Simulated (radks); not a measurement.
# Nb³⁵⁺ in [He] 2s2 2p2: an all-electron calculation

One table from this session's results is given with a row withheld; the runs are named, their logs left out.

Method: Dirac Kohn-Sham, PBE, spin-unpolarised, spherical densities, finite nucleus; open shells fill j = l - 1/2 first. Code: radks (a radial shooting solver on a logarithmic mesh, Libxc functionals) version 1.

## Starting point

| Quantity | Value |
| --- | --- |
| element | niobium (Z = 41) |
| charge | +35 |
| electrons | 6 |
| configuration | [He] 2s2 2p2 |
| nuclear rms radius | 4.324 fm |

Set-up of the first run:

Input:

```text
Z 41
configuration [He] 2s2 2p2
relativity Dirac
functional pbe,pbe
spin unpolarised
j_filling energy
nucleus finite rms 4.324 fm
c 137.035999084
```

Steps of the session up to this table: Self-consistent calculation.

One of the session's tables, all rows but one given; the rest of the session is left out.

It belongs to the step «Orbitals and density». Sizes of the orbitals, from the radial functions (bohr):

| level | <r> | outermost maximum (interpolated) | 90 % within |
| --- | --- | --- | --- |
| 1s1/2 | 0.03597 | 0.0235 | 0.0644 |
| 2s1/2 | ? | ? | ? |
| 2p1/2 | 0.1260 | 0.0995 | 0.204 |
| 2p3/2 | 0.1300 | 0.103 | 0.209 |

Q: Estimate the row for 2s1/2 from the others.

As computed: <r>: 0.1495; outermost maximum (interpolated): 0.129; 90 % within: 0.229. In the column «<r>» it is the highest.

To keep in mind: Spin polarisation and multiplet splitting are left out.
